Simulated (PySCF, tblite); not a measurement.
# C5H5FP2: geometry, infrared bands and NMR shifts

What infrared bands and NMR shifts should C5H5FP2 (`Cc1ccpc(F)p1`) show?

Computed with tblite 0.8.0 and PySCF 2.14.0, with density-fitted response routines of our own, on a single molecule in the gas phase. Atoms count from 0, in the outputs and in this text.

### 1 The starting structure

13 atoms, charge 0, multiplicity 1; geometry from: force field or distance geometry start.

Bonds of the start (Å): C0–C1 1.50, C1–C2 1.37, C2–C3 1.38, C3–P4 1.73, P4–C5 1.73, C5–F6 1.35, C5–P7 1.76, P7–C1 1.73, C0–H8 1.13, C0–H9 1.09, C0–H10 1.11, C2–H11 1.09, C3–H12 1.10.

### 2 Relaxing the molecule with GFN2-xTB

What the job is given:

```
{"job": {"kind": "relax", "xc": "GFN2-xTB", "basis": "xTB"}, "charge": 0, "multiplicity": 1}
C      2.073200    -0.475500    -0.088400
C      0.598400    -0.190600    -0.055300
C      0.159100     1.080000     0.181800
C     -1.166600     1.463500     0.229300
P     -2.552700     0.445300     0.060000
C     -2.239000    -1.227800    -0.244600
F     -3.168600    -2.186100    -0.420500
P     -0.502100    -1.511300    -0.280400
H      2.241200    -1.585800    -0.009500
H      2.554300    -0.117800    -1.001700
H      2.496800    -0.074200     0.855000
H      0.906000     1.866500     0.322900
H     -1.404200     2.514300     0.433800
```

On the command line:

```
> OMP_NUM_THREADS=1 python probes_run.py task.json out
```

This one command runs all jobs of the session in turn.

**Question.** This job is followed by: GFN2-xTB harmonic vibrations, gas phase; GIAO PBE0/pcSseg-1 NMR shielding, non-relativistic, gas phase. Predict these results of the whole session: strongest single infrared mode (GFN2-xTB); zero-point energy (GFN2-xTB); ¹³C shifts against TMS (PBE0/pcSseg-1); ¹H shifts against TMS (PBE0/pcSseg-1, means over atoms taken as alike); ³¹P shifts against H3PO4 (PBE0/pcSseg-1); ¹⁹F shifts against CFCl3 (PBE0/pcSseg-1).

**Answer**, as computed:

| quantity | value |
| --- | --- |
| strongest single infrared mode (GFN2-xTB) | 1063 cm⁻¹, 160 km/mol |
| zero-point energy (GFN2-xTB) | 53.5 kcal/mol |
| ¹³C shifts against TMS (PBE0/pcSseg-1) | 255.9, 182.3, 164.1, 138.6, 29.6 ppm |
| ¹H shifts against TMS (PBE0/pcSseg-1, means over atoms taken as alike) | 9.25, 8.26, 3.02 ppm |
| ³¹P shifts against H3PO4 (PBE0/pcSseg-1) | 211.7, 195.2 ppm |
| ¹⁹F shifts against CFCl3 (PBE0/pcSseg-1) | -43.4 ppm |

**Reading.** The optimisation took 67 steps and gained 1.185 eV; among the close pairs (by a distance rule), C0–H8 changed most, from 1.126 to 1.088 Å. No mode is imaginary among the 33: a minimum at this level. The strongest single mode, at 1063 cm⁻¹, moves mainly C5. GFN2-xTB is a fitted tight-binding method: band positions and strengths are rough. Its intensities can rank the bands wrongly. At PBE0/pcSseg-1: The largest span, 684 ppm, is at P4, where the paramagnetic term is -843 ppm. NICS(1)zz of -24 ppm above the planar ring from C1 marks a diatropic (aromatic) ring current.
